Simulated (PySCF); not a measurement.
# Cl2Ga2H4: the cost of one run

Programs: PySCF 2.14.0, with density-fitted response routines of our own. Each step states its level of theory. These are calculated values for one molecule in the gas phase, unless marked as measured. Atoms are numbered from 0 throughout.

### 1 The starting structure

8 atoms, charge 0, multiplicity 1; geometry from: PBE0-D3(BJ)/def2-SVP.

Bonds of the start (Å): Cl0–Ga1 2.37, Ga1–Cl2 2.38, Cl2–Ga3 2.37, Ga3–Cl0 2.38, Ga1–H4 1.55, Ga1–H5 1.55, Ga3–H6 1.55, Ga3–H7 1.55.

### 2 X-ray photoelectron lines: SCAN, X2C

What the job is given:

```
{"job": {"kind": "xps"}, "charge": 0, "multiplicity": 1}
Cl     0.068593     0.070737    -1.626783
Ga     1.755615     0.140702     0.037898
Cl     0.061198     0.073380     1.704089
Ga    -1.625223     0.001593     0.039644
H      2.424718    -1.261503     0.042487
H      2.305524     1.593965     0.040734
H     -2.175517    -1.451499     0.036843
H     -2.298227     1.401982     0.035312
```

With the program's defaults for keys left out, this is: delta-SCF UKS SCAN, pcX-2 on the ionised atom, pcseg-1 elsewhere, spin-free X2C.

Command:

```bash
OMP_NUM_THREADS=1 python probes_run.py task.json out
```

One launch serves the whole session: the jobs run in the order shown.

**Question.** How long does this first job take on 1 thread of Arm Neoverse V2, shared host, and how much memory does it need?

About 7 s, with a peak of 0.47 GiB.
